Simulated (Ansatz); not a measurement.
Geometry optimisation, DFT PBE-D3(BJ), scalar-relativistic, plane waves, PAW (Ansatz 0.2.0).

input.yaml

```yaml
crystal:
  lattice:
    - [0.0, 5.43, 5.43]
    - [5.43, 0.0, 5.43]
    - [5.43, 5.43, 0.0]
  atoms:
    - { symbol: Si, position: [0.0, 0.0, 0.0] }
    - { symbol: Si, position: [0.125, 0.125, 0.125] }
    - { symbol: Si, position: [0.0, 0.0, 0.5] }
    - { symbol: Si, position: [0.125, 0.125, 0.625] }
    - { symbol: Si, position: [0.0, 0.5, 0.0] }
    - { symbol: Si, position: [0.125, 0.625, 0.125] }
    - { symbol: Si, position: [0.0, 0.5, 0.5] }
    - { symbol: Si, position: [0.125, 0.625, 0.625] }
    - { symbol: Si, position: [0.5, 0.0, 0.0] }
    - { symbol: Si, position: [0.625, 0.125, 0.125] }
    - { symbol: Si, position: [0.5, 0.0, 0.5] }
    - { symbol: Si, position: [0.625, 0.125, 0.625] }
    - { symbol: Si, position: [0.5, 0.5, 0.0] }
    - { symbol: Si, position: [0.625, 0.625, 0.125] }
    - { symbol: Si, position: [0.5, 0.5, 0.5] }
    - { symbol: Si, position: [0.625, 0.625, 0.625] }
    - { symbol: C, position: [0.75077978, 0.74554471, 0.74531404], spin: 1.0 }
magnetization:
  spin_polarized: true
basis:
  ecutwfc: 420.0
kpoints:
  mp_grid: { grid: [2, 2, 2] }
hamiltonian:
  xc: pbe
  dispersion: d3bj
scf:
  occupations: { method: gaussian, width: 0.02 }
  lower_state_search: "off"
relax:
  f_tol: 0.03
  max_steps: 60
  adjacent_minimum: "off"
output:
  write_density: true
  write_potential: true
  elf: true
  volumetric_format: npy
```

Command:

```bash
$ ansatz run input.yaml --threads 2 --pin off --max-ram 5120MiB --backend cpu --events-out ev --progress --plain --runs-dir out
```

**Question.** Where does it end, and by what steps?

**Answer.** It converged. Limits of this set-up: coarse k mesh, a small cell, in which the defect meets its images, a typed lattice constant that wasn't relaxed here. After 14 steps the energy has fallen by 1.589 eV; C17 moved furthest, 1.65 Å. Joined: Si7–C17 (2.67 → 1.76 Å).

```csv
step,energy less start (eV),largest force component (eV/Å),accepted
0,0.0000,0.525,yes
1,-0.1099,0.313,yes
2,-0.1835,0.255,yes
3,-0.2333,0.265,yes
4,-0.2809,0.314,yes
5,-0.4943,1.070,yes
6,-0.8394,0.940,yes
7,-1.1154,0.510,yes
8,-1.2956,0.809,yes
9,-1.4688,0.346,yes
10,-1.5276,0.767,yes
11,-1.5686,0.539,yes
12,-1.5874,0.091,yes
13,-1.5886,0.044,yes
14,-1.5892,0.009,yes
```

```xyz
17
Lattice="0.0000 5.4300 5.4300 5.4300 0.0000 5.4300 5.4300 5.4300 0.0000" Properties=species:S:1:pos:R:3
Si 0.215 0.002 -0.004
Si 1.521 1.373 1.371
Si 2.872 2.663 -0.044
Si 4.005 4.258 1.170
Si 2.869 -0.046 2.661
Si 3.999 1.172 4.256
Si 4.680 2.718 2.717
Si 7.028 3.936 3.938
Si 0.148 2.714 2.713
Si 1.519 4.057 4.055
Si 2.869 5.472 2.764
Si 4.305 6.748 4.107
Si 2.866 2.766 5.473
Si 4.304 4.108 6.748
Si 5.730 5.428 5.428
Si 7.025 6.918 6.920
C 6.441 8.136 8.151
```

Whether the end is a true minimum wasn't checked by a vibrational analysis.

Run time: 3.4 min on 2 threads of Arm Neoverse V1, with other jobs on the host, peak memory 0.73 GiB.
